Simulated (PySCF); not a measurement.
# C2H5I (iodoethane): the cost of one run

Computed with PySCF 2.14.0 and routines of our own; the level stands in each step. Atoms count from 0.

## 1. The system as given

8 atoms, charge 0, multiplicity 1; geometry from: GFN2-xTB.

## 2. Geometry optimisation at PBE0-D3(BJ)/def2-SVP

What the job is given:

```
{"job": {"xc": "PBE0", "basis": "def2-SVP", "d3": "d3bj", "grid": 1, "maxiter": 30, "shake": 0.01, "kind": "geom"}, "charge": 0, "multiplicity": 1}
C     -0.792090     0.102490    -0.035040
C      0.622560    -0.331630    -0.026380
I      1.966400     1.296980     0.416020
H     -1.071500     0.535240     0.923810
H     -0.978080     0.885830    -0.806630
H     -1.458350    -0.718100    -0.267830
H      0.946840    -0.715850    -0.991390
H      0.819360    -1.074110     0.734970
```

The run is started by

```console
$ OMP_NUM_THREADS=1 python heavy_run.py task.json out
```

One launch serves the whole session: the jobs run in the order shown.

**Question.** How long does this first job take on 1 thread of Arm Neoverse V2, shared host, and how much memory does it need?

About 9.3 s, with a peak of 0.35 GiB.
